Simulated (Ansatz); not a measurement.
**C3H5F2In: one species, many methods**

One table from this session's results is given with a row withheld; the runs are named, their logs left out.

Program: Ansatz 0.2.0, Gaussian basis. Level of theory: functionals in def2-TZVPP, the program's frozen cores in correlated methods. These are calculated values, not measurements.

Plan: LDA (SPW92), PBE-D4, revPBE-D4, BLYP-D4, r2SCAN-D4, B97M-V, PBE0-D4, B3LYP-D4, r2SCANh-D4, r2SCAN0-D4, HSE06-D4, BHLYP-D4, CAM-B3LYP-D4, LC-ωPBE, ωB97X-V, ωB97M-V, B2PLYP, PBE-QIDH; CCSD(T)/def2-SVP; CCSD(T)/def2-TZVPP; MP2/def2-QZVPP; extrapolation to the limit; RPA on PBE.

## The relaxed structure

The geometry comes from an earlier relaxation with PBE0-D4 in a triple-zeta def2 set; it is a stationary point, not always the lowest conformer. In takes the def2 core potential; no spin-orbit term is included.

SMILES `C=C[CH2][In]([F])[F]`, 11 atoms, charge 0, spin multiplicity 1.

Atoms are counted from 1 here; the program's logs count them from 0.

Bond lengths: C1–C2 1.324 Å, C1–H7 1.090 Å, C1–H8 1.083 Å, C2–C3 1.490 Å, C2–H9 1.090 Å, C3–In4 2.136 Å, C3–H10 1.093 Å, C3–H11 1.094 Å, In4–F5 1.944 Å, In4–F6 1.944 Å. Angles: C2–C1–H7 122.6°, C2–C1–H8 121.8°, H7–C1–H8 115.5°, C1–C2–C3 127.4°, C1–C2–H9 117.8°, C3–C2–H9 114.7°, C2–C3–In4 112.6°, C2–C3–H10 111.1°, C2–C3–H11 111.1°, In4–C3–H10 107.4°, In4–C3–H11 107.5°, H10–C3–H11 106.9°, C3–In4–F5 127.0°, C3–In4–F6 126.7°, F5–In4–F6 106.2°.

Set-up of the first run:

Contents of in.yaml:

```yaml
crystal:
  periodic: [false, false, false]
  atoms:
    - {symbol: C, position_ang: [-0.533635, 1.577396, 0.149276]}
    - {symbol: C, position_ang: [-0.691462, 0.672806, -0.804919]}
    - {symbol: C, position_ang: [-0.171427, -0.723564, -0.824387]}
    - {symbol: In, position_ang: [0.971842, -1.197458, 0.916874]}
    - {symbol: F, position_ang: [0.310320, -1.948964, 2.583220]}
    - {symbol: F, position_ang: [2.894073, -1.004066, 1.133720]}
    - {symbol: H, position_ang: [0.023804, 1.375810, 1.064480]}
    - {symbol: H, position_ang: [-0.955354, 2.571765, 0.069447]}
    - {symbol: H, position_ang: [-1.265009, 0.958339, -1.686840]}
    - {symbol: H, position_ang: [0.471214, -0.892142, -1.692798]}
    - {symbol: H, position_ang: [-0.988966, -1.447023, -0.887574]}
basis:
  gaussian: {orbitals: def2-TZVPP}
hamiltonian: {xc: lda}
output: {orbitals: {seedname: orbitals}}
```

Started as:

```bash
$ ansatz run in.yaml --threads 4 --pin off --events-out ev --progress --plain --max-ram 11315MiB
```

Among the steps run: LDA; PBE-D4 (GGA); revPBE-D4 (GGA); BLYP-D4 (GGA); r2SCAN-D4 (meta-GGA); B97M-V (meta-GGA); PBE0-D4 (hybrid); B3LYP-D4 (hybrid); r2SCANh-D4 (hybrid); r2SCAN0-D4 (hybrid); HSE06-D4 (hybrid); BHLYP-D4 (hybrid); CAM-B3LYP-D4 (range-separated); LC-ωPBE (range-separated); ωB97X-V (range-separated); ωB97M-V (range-separated); B2PLYP (double hybrid); PBE-QIDH (double hybrid).

One of the session's tables, all rows but one given; the rest of the session is left out.

It belongs to the step «Orbital energies across the functionals». 

| functional | HOMO (eV) | LUMO (eV) | gap (eV) |
| --- | --- | --- | --- |
| LDA (SPW92) | -7.41 | -2.82 | 4.59 |
| PBE-D4 | -7.22 | -2.49 | 4.72 |
| revPBE-D4 | -7.15 | -2.36 | 4.79 |
| BLYP-D4 | -7.07 | -2.48 | 4.59 |
| r2SCAN-D4 | -7.44 | -2.24 | 5.19 |
| B97M-V | -7.42 | -2.41 | 5.01 |
| PBE0-D4 | -8.38 | -1.59 | 6.78 |
| B3LYP-D4 | -8.16 | -1.94 | 6.21 |
| r2SCANh-D4 | -7.87 | -1.92 | 5.95 |
| r2SCAN0-D4 | -8.53 | -1.44 | 7.09 |
| HSE06-D4 | -7.97 | -1.96 | 6.01 |
| BHLYP-D4 | -9.37 | -0.80 | 8.57 |
| CAM-B3LYP-D4 | -9.72 | -0.70 | 9.02 |
| LC-ωPBE | ? | ? | ? |
| ωB97X-V | -10.72 | 0.44 | 11.16 |
| ωB97M-V | -10.63 | 0.16 | 10.79 |

Estimate the missing values for LC-ωPBE.

As computed: HOMO (eV): -11.12; LUMO (eV): 0.62; gap (eV): 11.74. In the column «HOMO (eV)» it is the lowest.
